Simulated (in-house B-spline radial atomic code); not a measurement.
**Sm³⁺: highest level by several methods**

In exact Kohn-Sham theory the highest occupied level equals minus the energy to remove an electron. How near do common methods come for Sm³⁺?

Method: scalar-relativistic (X2C), several functionals, spin-polarised; spherical all-electron atom at the radial basis limit. Code: in-house B-spline radial atomic code version 1.

### 1 The system

- element: samarium (Z = 62)
- charge: +3
- electrons: 59
- configuration: [Xe] 4f5
- nucleus: Fermi, rms radius 5.082 fm

The outer shells:

[Xe] 4f5
```
[Xe] core
4f [↑ ][↑ ][↑ ][↑ ][↑ ][  ][  ]
```

Where spins are not typed, each open shell is filled with up spins first.

### 2 LDA (VWN5)

Settings of the run:

```ini
Z = 62
electrons = 59.0
configuration = [Xe] 4f5
hamiltonian = x2c
method = lda,vwn
spin_polarised = True
nucleus = fermi
rms_radius = 5.0819
mass_number = 152
atomic_mass = 151.919738646
speed_of_light = 137.035999084
```

### 3 PBEsol, a GGA

Changes to the settings of step 2:

```diff
@@ -4,3 +4,3 @@
 hamiltonian = x2c
-method = lda,vwn
+method = pbesol
 spin_polarised = True
```

### 4 M06-L, a meta-GGA

Changes to the settings of step 3:

```diff
@@ -4,3 +4,3 @@
 hamiltonian = x2c
-method = pbesol
+method = m06l
 spin_polarised = True
```

### 5 RPBE, a GGA

Changes to the settings of step 4:

```diff
@@ -4,3 +4,3 @@
 hamiltonian = x2c
-method = m06l
+method = rpbe,pbe
 spin_polarised = True
```

### 6 Hartree-Fock

Changes to the settings of step 5:

```diff
@@ -4,3 +4,3 @@
 hamiltonian = x2c
-method = rpbe,pbe
+method = hf
 spin_polarised = True
```

### 7 AM05, a GGA

Changes to the settings of step 6:

```diff
@@ -4,3 +4,3 @@
 hamiltonian = x2c
-method = hf
+method = am05
 spin_polarised = True
```

**Question.** The tabulated ionisation energy is 41.64 ± 0.11 eV (semi-empirical; NIST Atomic Spectra Database). What does each method give, and which comes nearest?

The runs gave:

| method | rung | total energy (hartree) | −ε highest (eV) | −ε less tabulated (eV) |
| --- | --- | --- | --- | --- |
| LDA (VWN5) | LDA | -10417.1637 | 34.156 (4f up) | -7.484 |
| PBEsol | GGA | -10421.0131 | 33.915 (4f up) | -7.725 |
| RPBE | GGA | -10425.3453 | 33.827 (4f up) | -7.813 |
| AM05 | GGA | -10417.5482 | 33.956 (4f up) | -7.684 |
| M06-L | meta-GGA | -10424.9233 | 33.783 (4f up) | -7.857 |
| Hartree-Fock | Hartree-Fock | -10421.4376 | 44.830 (4f up) | +3.190 |

Against the tabulated ionisation energy, 41.64 ± 0.11 eV (semi-empirical; NIST Atomic Spectra Database), the best here is Hartree-Fock (+3.190 eV) and the worst M06-L (-7.857 eV, or 19 %). Mean absolute error by rung (exchange-only levels left out): LDA 7.48 eV, GGA 7.74 eV, meta-GGA 7.86 eV, Hartree-Fock 3.19 eV. Relativistic terms that these runs lack can be as large as the gaps between close methods, so the nearest may be so by luck. Spin-orbit coupling is left out. Open shells are averaged (over orientations, and over spins where the run is restricted), while tables refer to the lowest levels. The semilocal levels all lie too high, since self-interaction spoils the long-range potential; for them −ε is no ionisation energy.
